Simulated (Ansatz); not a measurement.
What does this script print? It uses the Python package of Ansatz (0.2.0).

The script, `methods_ch5alfn.py`:
```python
"""One geometry of CH5AlFN, method by method."""

from pathlib import Path

import ansatz
from ase import Atoms
import numpy as np

BASIS = "def2-SVP"

atoms = Atoms(["C", "Al", "N", "F", "H", "H", "H", "H", "H"], positions=[
    (-0.6805, 1.1922, -0.6583),
    (0.2125, -0.4749, -0.2848),
    (0.5952, -0.9465, 1.506),
    (0.7568, -1.5578, -1.6375),
    (-0.0923, 1.8635, -1.3407),
    (-0.9304, 1.7866, 0.28),
    (-1.6615, 1.0229, -1.1795),
    (0.223, -1.86, 1.6891),
    (1.6657, -1.0723, 1.6086),
])
system = ansatz.Crystal.molecule_from_ase(atoms)

calc = system.calculation().basis(gaussian=BASIS)

print("functional    E (Ha)        dipole (D)   HOMO (eV)  LUMO (eV)")
for name in ["revpbe", "r2scan0", "b3lyp", "pbe0", "pbe", "r2scan"]:
    rep = calc.functional(name).forces().orbitals().run(threads=1, backend="cpu", runs_dir="runs").report
    lines = Path(rep["orbitals_path"]).read_text().splitlines()
    field_of = lambda key: [line.split("=")[1].strip() for line in lines if line.startswith(key)]
    orbitals = [(27.211386 * float(e), s, float(n)) for e, s, n in zip(field_of("Ene="), field_of("Spin="), field_of("Occup="))]
    homo = max(e for e, _, n in orbitals if n > 0.5)
    lumo = min(e for e, _, n in orbitals if n < 0.5)
    dipole = 4.803205 * np.linalg.norm(rep["charge_distribution"]["dipole_moment_e_ang"])
    print(f"{name:10s} {rep['free_energy_ev'] / 27.211386246:14.6f} {dipole:9.3f} {homo:11.3f} {lumo:10.3f}")
```

```console
$ python methods_ch5alfn.py
functional    E (Ha)        dipole (D)   HOMO (eV)  LUMO (eV)
revpbe        -437.888456     1.038      -5.747     -1.228
r2scan0       -437.848814     1.085      -7.579     -0.339
b3lyp         -438.028503     1.077      -7.029     -0.813
pbe0          -437.679523     1.098      -7.339     -0.554
pbe           -437.645583     1.059      -5.793     -1.334
r2scan        -437.878593     1.044      -6.139     -0.971
```

Notes:
- Total energies depend on the basis set; only differences at equal settings carry meaning.
- The geometry is a force-field or estimated start, not a minimum of this method, and the basis set is short of its limit. A lower total doesn't mark the better method: functionals have no common bound, and MP2 and coupled cluster aren't variational.
- b3lyp holds the VWN-RPA fit, as in Gaussian; the form of ORCA and Turbomole is b3lyp5.
- Levels such as HOMO and LUMO are orbital energies: with these approximate functionals they aren't the ionisation energy and electron affinity, and their gap isn't the fundamental gap.
- Wall time of the script: 15 s on 1 thread of Intel(R) Xeon(R) Platinum 8488C (Sapphire Rapids) (shared host), peak memory 0.24 GiB.

(Lines on the test bed's own set-up are left out of the output.)
